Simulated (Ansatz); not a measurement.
# C7H8O2S: the cost of one run

Computed with Ansatz 0.2.0 (the levels named in each step, unless a step's input says otherwise).

## Step 1: The starting structure

Bond lengths (14 of 18 bonds, heavy atoms first): C1–O2 1.422 Å, O2–C3 1.336 Å, C3–O4 1.200 Å, C3–C5 1.521 Å, C5–C6 1.493 Å, C6–C7 1.361 Å, C7–C8 1.413 Å, C8–C9 1.356 Å, C6–S10 1.733 Å, C9–S10 1.720 Å, C1–H11 1.092 Å, C1–H12 1.087 Å, C1–H13 1.092 Å, C5–H14 1.090 Å. Angles (14 of 29 angles, heavy atoms first): C1–O2–C3 116.3°, O2–C3–O4 124.1°, O2–C3–C5 110.6°, O4–C3–C5 125.3°, C3–C5–C6 107.6°, C5–C6–C7 128.0°, C5–C6–S10 120.6°, C7–C6–S10 111.3°, C6–C7–C8 112.9°, C7–C8–C9 112.6°, C8–C9–S10 112.1°, C6–S10–C9 91.1°, O2–C1–H11 110.2°, O2–C1–H12 106.3°.

As a file:

```xyz
18

C    -2.8951    1.7878    0.3277
O    -1.9211    1.1726   -0.5054
C    -1.7212   -0.1349   -0.3162
O    -2.3219   -0.7994    0.4820
C    -0.6003   -0.6389   -1.2124
C     0.6948   -0.2693   -0.5669
C     1.4404    0.8514   -0.7655
C     2.5853    0.9050    0.0612
C     2.6866   -0.1713    0.8800
S     1.3862   -1.2756    0.6627
H    -3.8934    1.4298    0.0679
H    -2.8161    2.8574    0.1507
H    -2.6980    1.5538    1.3756
H    -0.6777   -0.1572   -2.1872
H    -0.6927   -1.7207   -1.3083
H     1.1833    1.6113   -1.4817
H     3.2992    1.7088    0.0428
H     3.4472   -0.3918    1.6020
```

## Step 2: A rough first relaxation, PBE-D4/def2-SVP

input.yaml reads:

```yaml
crystal:
  periodic: [false, false, false]
  atoms:
    - { symbol: C, position_ang: [-2.89508, 1.78781, 0.32769] }
    - { symbol: O, position_ang: [-1.92113, 1.17263, -0.50541] }
    - { symbol: C, position_ang: [-1.72124, -0.13486, -0.31622] }
    - { symbol: O, position_ang: [-2.32189, -0.7994, 0.48205] }
    - { symbol: C, position_ang: [-0.60033, -0.63887, -1.21237] }
    - { symbol: C, position_ang: [0.69476, -0.26933, -0.56694] }
    - { symbol: C, position_ang: [1.44039, 0.85141, -0.76553] }
    - { symbol: C, position_ang: [2.58533, 0.90498, 0.06115] }
    - { symbol: C, position_ang: [2.6866, -0.17128, 0.87997] }
    - { symbol: S, position_ang: [1.38618, -1.27556, 0.6627] }
    - { symbol: H, position_ang: [-3.8934, 1.42981, 0.06794] }
    - { symbol: H, position_ang: [-2.81611, 2.85736, 0.15068] }
    - { symbol: H, position_ang: [-2.69795, 1.55378, 1.37564] }
    - { symbol: H, position_ang: [-0.67766, -0.15723, -2.18716] }
    - { symbol: H, position_ang: [-0.69268, -1.72068, -1.30832] }
    - { symbol: H, position_ang: [1.18333, 1.61129, -1.48169] }
    - { symbol: H, position_ang: [3.29922, 1.7088, 0.04281] }
    - { symbol: H, position_ang: [3.44718, -0.39177, 1.60204] }
basis:
  gaussian: { orbitals: def2-SVP }
hamiltonian:
  xc: pbe
  dispersion: d4
relax:
  f_tol: 0.03
  max_steps: 200
```

Run with:

```sh
> ansatz run input.yaml --threads 8 --pin off --max-ram 22528MiB --backend cpu --events-out ev --progress --plain --runs-dir out
```

**Question.** How long does this run take on 8 threads of Intel Xeon 6975P-C (Granite Rapids), shared host, and how much memory does it need?

About 6.7 s, with a peak of 0.31 GiB.
